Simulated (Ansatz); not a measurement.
# C2H10AlFOSi: a ladder of functionals and wavefunction methods

One table from this session's results is given with a row withheld; the runs are named, their logs left out.

Program: Ansatz 0.2.0, Gaussian basis. Level of theory: functionals in def2-TZVPP, the program's frozen cores in correlated methods. These are calculated values, not measurements.

The runs, in order: LDA (SPW92), PBE-D4, revPBE-D4, BLYP-D4, r2SCAN-D4, B97M-V, PBE0-D4, B3LYP-D4, r2SCANh-D4, r2SCAN0-D4, HSE06-D4, BHLYP-D4, CAM-B3LYP-D4, LC-ωPBE, ωB97X-V, ωB97M-V, B2PLYP, PBE-QIDH; CCSD(T)/def2-SVP; CCSD(T)/def2-TZVPP; MP2/def2-QZVPP; extrapolation to the limit; RPA on PBE.

## The relaxed structure

An earlier PBE0-D4 in a triple-zeta def2 set relaxation fixed the geometry.

SMILES `[CH3][Al-]([CH3])([F])[OH+][SiH3]`, 16 atoms, charge 0, spin multiplicity 1.

Atoms are counted from 1 here; the program's logs count them from 0.

Bond lengths: C1–Al2 1.955 Å, C1–H7 1.095 Å, C1–H8 1.094 Å, C1–H9 1.096 Å, Al2–C3 1.955 Å, Al2–F4 1.705 Å, Al2–O5 1.963 Å, C3–H10 1.094 Å, C3–H11 1.095 Å, C3–H12 1.096 Å, O5–Si6 1.713 Å, O5–H13 0.959 Å, Si6–H14 1.472 Å, Si6–H15 1.489 Å, Si6–H16 1.472 Å. Angles: Al2–C1–H7 111.4°, Al2–C1–H8 112.3°, Al2–C1–H9 112.1°, H7–C1–H8 106.9°, H7–C1–H9 106.3°, H8–C1–H9 107.5°, C1–Al2–C3 122.1°, C1–Al2–F4 115.2°, C1–Al2–O5 105.7°, C3–Al2–F4 115.2°, C3–Al2–O5 105.6°, F4–Al2–O5 84.6°, Al2–C3–H10 112.3°, Al2–C3–H11 111.4°, Al2–C3–H12 112.1°, H10–C3–H11 106.9°, H10–C3–H12 107.5°, H11–C3–H12 106.3° and more.

The first run:

Input file in.yaml:

```yaml
crystal:
  periodic: [false, false, false]
  atoms:
    - {symbol: C, position_ang: [-0.088612, -1.784582, 1.414702]}
    - {symbol: Al, position_ang: [0.289575, -0.648928, -0.130794]}
    - {symbol: C, position_ang: [2.110395, -0.344418, -0.773691]}
    - {symbol: F, position_ang: [-0.918417, -0.635020, -1.334472]}
    - {symbol: O, position_ang: [-0.410983, 1.125912, 0.331918]}
    - {symbol: Si, position_ang: [-1.723148, 1.710253, -0.601130]}
    - {symbol: H, position_ang: [0.164830, -2.830727, 1.212754]}
    - {symbol: H, position_ang: [-1.145619, -1.761421, 1.697393]}
    - {symbol: H, position_ang: [0.494190, -1.491318, 2.295066]}
    - {symbol: H, position_ang: [2.147747, 0.397333, -1.577565]}
    - {symbol: H, position_ang: [2.554237, -1.264849, -1.167939]}
    - {symbol: H, position_ang: [2.777058, 0.001190, 0.024413]}
    - {symbol: H, position_ang: [-0.084977, 1.693607, 1.032930]}
    - {symbol: H, position_ang: [-1.316638, 1.908840, -2.002029]}
    - {symbol: H, position_ang: [-1.959310, 3.036718, 0.033375]}
    - {symbol: H, position_ang: [-2.913227, 0.864811, -0.410430]}
basis:
  gaussian: {orbitals: def2-TZVPP}
hamiltonian: {xc: lda}
output: {orbitals: {seedname: orbitals}}
```

Run with:

```
$ ansatz run in.yaml --threads 2 --pin off --events-out ev --progress --plain --max-ram 32768MiB --backend cuda --devices 0, --max-vram 18GiB
```

Among the steps run: LDA; PBE-D4 (GGA); revPBE-D4 (GGA); BLYP-D4 (GGA); r2SCAN-D4 (meta-GGA); B97M-V (meta-GGA); PBE0-D4 (hybrid); B3LYP-D4 (hybrid); r2SCANh-D4 (hybrid); r2SCAN0-D4 (hybrid); HSE06-D4 (hybrid); BHLYP-D4 (hybrid); CAM-B3LYP-D4 (range-separated); LC-ωPBE (range-separated); ωB97X-V (range-separated); ωB97M-V (range-separated); B2PLYP (double hybrid); PBE-QIDH (double hybrid).

One of the session's tables, all rows but one given; the rest of the session is left out.

It belongs to the step «Frontier levels by functional». 

```
  functional  HOMO (eV)  gap (eV)
 LDA (SPW92)      -6.01      4.28
      PBE-D4      -5.88      4.37
   revPBE-D4      -5.82      4.42
     BLYP-D4      -5.75      4.30
   r2SCAN-D4      -6.14      5.10
      B97M-V      -6.23      4.87
     PBE0-D4      -7.16      6.52
    B3LYP-D4      -6.94      6.02
  r2SCANh-D4      -6.62      5.87
  r2SCAN0-D4      -7.34      7.00
    HSE06-D4      -6.76      5.75
    BHLYP-D4      -8.36      8.49
CAM-B3LYP-D4      -8.54      8.79
     LC-ωPBE      -9.92     11.44
     ωB97X-V          ?         ?
     ωB97M-V      -9.40     10.34
```

Estimate the missing values for ωB97X-V.

**Answer.** HOMO (eV): -9.55; gap (eV): 10.87. In the column «HOMO (eV)» it lies between LC-ωPBE (-9.92) and ωB97M-V (-9.40).
